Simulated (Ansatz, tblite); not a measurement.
**Si17H24 off sphere (Si₁₆BH₂₄): rung by rung**

One table from this session's results is given with a row withheld; the runs are named, their logs left out.

Program: Ansatz 0.2.0, Gaussian basis. Level of theory: as each input shows. These are calculated values, not measurements.

Plan: GFN1-xTB, GFN2-xTB, PBE-D4/def2-TZVP, r2SCAN-D4/def2-TZVP, B3LYP-D4/def2-TZVP, BHLYP-D4/def2-TZVP, B97M-V/def2-TZVP, LC-ωPBE(0.10)/def2-SVP, LC-ωPBE(0.15)/def2-SVP, LC-ωPBE(0.20)/def2-SVP, LC-ωPBE(0.30)/def2-SVP, PBE-D4/def2-SVP, PBE0-D4/def2-SVP, HF/6-31G, B3LYP-D4/6-31G, MP2/def2-SVP, RPA/def2-SVP.

### The geometry

The doublet was relaxed beforehand with PBE-D4/def2-SVP.

41 atoms, charge 0, spin multiplicity 2.

Bond lengths: Si1–Si9 2.382 Å, Si1–Si12 2.351 Å, Si1–H18 1.512 Å, Si1–H19 1.505 Å, Si2–Si11 2.364 Å, Si2–Si13 2.354 Å, Si2–H20 1.510 Å, Si2–H21 1.507 Å, Si3–Si10 2.388 Å, Si3–Si14 2.349 Å, Si3–Si15 2.350 Å, Si3–H22 1.514 Å, Si4–Si11 2.369 Å, Si4–Si14 2.350 Å, Si4–Si16 2.354 Å, Si4–H23 1.511 Å, B5–Si9 2.058 Å, B5–Si10 2.059 Å and more. Angles: Si9–Si1–Si12 112.8°, Si9–Si1–H18 104.8°, Si9–Si1–H19 109.0°, Si12–Si1–H18 110.7°, Si12–Si1–H19 111.0°, H18–Si1–H19 108.3°, Si11–Si2–Si13 107.6°, Si11–Si2–H20 108.8°, Si11–Si2–H21 112.9°, Si13–Si2–H20 108.5°, Si13–Si2–H21 111.2°, H20–Si2–H21 107.8°, Si10–Si3–Si14 110.2°, Si10–Si3–Si15 109.5°, Si10–Si3–H22 104.3°, Si14–Si3–Si15 109.3°, Si14–Si3–H22 111.9°, Si15–Si3–H22 111.5° and more.

PBE0-D4/def2-TZVP was run before; its log isn't repeated, and its numbers join the tables.

The first run:

Tight binding, by tblite at 300 K electronic temperature and without a spin-polarisation term:

```python
tblite.interface.Calculator('GFN1-xTB', numbers, positions, charge=0, uhf=1).singlepoint()
```

Tight binding, by tblite at 300 K electronic temperature and without a spin-polarisation term:

```python
tblite.interface.Calculator('GFN2-xTB', numbers, positions, charge=0, uhf=1).singlepoint()
```

start.molden holds the orbitals of an earlier run on this state, given as this run's starting guess.

in.yaml reads:

```yaml
crystal:
  periodic: [false, false, false]
  atoms:
    - {symbol: Si, position_ang: [-1.853094, -2.588719, 2.684561]}
    - {symbol: Si, position_ang: [1.247282, -2.852051, -0.115994]}
    - {symbol: Si, position_ang: [-1.652014, 2.340111, -2.482705]}
    - {symbol: Si, position_ang: [1.089191, -0.214639, -2.617652]}
    - {symbol: B, position_ang: [-1.339928, -0.192202, 0.040048]}
    - {symbol: Si, position_ang: [1.125736, -0.180071, 2.681084]}
    - {symbol: Si, position_ang: [1.098008, 2.489081, 0.071797]}
    - {symbol: Si, position_ang: [3.878169, -0.131748, 0.043202]}
    - {symbol: Si, position_ang: [-2.844491, -1.167697, 1.050372]}
    - {symbol: Si, position_ang: [-2.780804, 0.861663, -0.985275]}
    - {symbol: Si, position_ang: [-0.328229, -1.431408, -1.160104]}
    - {symbol: Si, position_ang: [-0.295895, -1.466816, 4.041892]}
    - {symbol: Si, position_ang: [2.521238, -1.535335, 1.361878]}
    - {symbol: Si, position_ang: [-0.299843, 1.118632, -3.964978]}
    - {symbol: Si, position_ang: [-0.310162, 3.827116, -1.253292]}
    - {symbol: Si, position_ang: [2.470971, 1.179347, -1.318071]}
    - {symbol: Si, position_ang: [-0.327183, 1.022538, 1.256824]}
    - {symbol: H, position_ang: [-3.012917, -3.096959, 3.510791]}
    - {symbol: H, position_ang: [-1.217258, -3.763777, 1.991673]}
    - {symbol: H, position_ang: [2.169512, -3.415682, -1.170363]}
    - {symbol: H, position_ang: [0.606836, -4.012067, 0.602080]}
    - {symbol: H, position_ang: [-2.768377, 3.066492, -3.203080]}
    - {symbol: H, position_ang: [1.938019, -1.146319, -3.450716]}
    - {symbol: H, position_ang: [1.961576, 0.760904, 3.516304]}
    - {symbol: H, position_ang: [1.936711, 3.310657, 1.021981]}
    - {symbol: H, position_ang: [4.800372, -0.965594, -0.812233]}
    - {symbol: H, position_ang: [4.720345, 0.762995, 0.918993]}
    - {symbol: H, position_ang: [-3.703223, -2.038833, 0.165063]}
    - {symbol: H, position_ang: [-3.772014, -0.243486, 1.802004]}
    - {symbol: H, position_ang: [-3.704372, -0.004942, -1.808809]}
    - {symbol: H, position_ang: [-3.649604, 1.727558, -0.105054]}
    - {symbol: H, position_ang: [-1.228215, -2.280859, -2.032527]}
    - {symbol: H, position_ang: [0.464375, -2.478489, 4.865888]}
    - {symbol: H, position_ang: [-1.054138, -0.559688, 4.977086]}
    - {symbol: H, position_ang: [3.378602, -2.404894, 2.252985]}
    - {symbol: H, position_ang: [-1.153047, 0.270287, -4.873266]}
    - {symbol: H, position_ang: [0.499616, 2.081785, -4.808952]}
    - {symbol: H, position_ang: [0.485983, 4.680304, -2.211697]}
    - {symbol: H, position_ang: [-1.167093, 4.726579, -0.399541]}
    - {symbol: H, position_ang: [3.291628, 2.074935, -2.218309]}
    - {symbol: H, position_ang: [-1.222241, 1.871304, 2.136093]}
basis:
  gaussian: {orbitals: def2-TZVP, fitting: {mean_field: def2-universal-jkfit}, initial_orbitals: start.molden}
magnetization: {spin_polarized: true, initial_magnetization: 1}
hamiltonian: {xc: pbe, dispersion: d4}
scf: {omitted_lower_state_checks: [starts]}
output: {forces: true, orbitals: {seedname: orbitals}}
```

Run with:

```sh
ansatz run in.yaml --threads 2 --pin off --events-out ev --progress --plain --max-ram 32768MiB --backend cuda --devices 0, --max-vram 18GiB
```

Among the steps run: PBE-D4/def2-TZVP; r2SCAN-D4/def2-TZVP; B3LYP-D4/def2-TZVP; BHLYP-D4/def2-TZVP; B97M-V/def2-TZVP; LC-ωPBE(0.10)/def2-SVP; LC-ωPBE(0.15)/def2-SVP; LC-ωPBE(0.20)/def2-SVP; LC-ωPBE(0.30)/def2-SVP; PBE-D4/def2-SVP; PBE0-D4/def2-SVP; HF/6-31G; B3LYP-D4/6-31G; MP2/def2-SVP; RPA/def2-SVP.

One table of the session follows, with a row left open; its other results are not shown here.

It belongs to the step «Binding energy». 

```
              level  binding an atom (eV)
           HF/6-31G                     ?
        HF/def2-SVP                 2.389
    PBE-D4/def2-SVP                 3.272
   PBE-D4/def2-TZVP                 3.267
r2SCAN-D4/def2-TZVP                 3.281
   B97M-V/def2-TZVP                 3.299
     B3LYP-D4/6-31G                 2.980
 B3LYP-D4/def2-TZVP                 3.240
   PBE0-D4/def2-SVP                 3.265
  PBE0-D4/def2-TZVP                 3.264
 BHLYP-D4/def2-TZVP                 3.217
       MP2/def2-SVP                 3.010
```

Estimate the missing values for HF/6-31G.

The run gave: binding an atom (eV): 2.015. In the column «binding an atom (eV)» it is the lowest.

To keep in mind: Free atoms were run apart at each level; binding is atoms less cluster, divided by the number of atoms, without zero-point or spin-orbit terms.
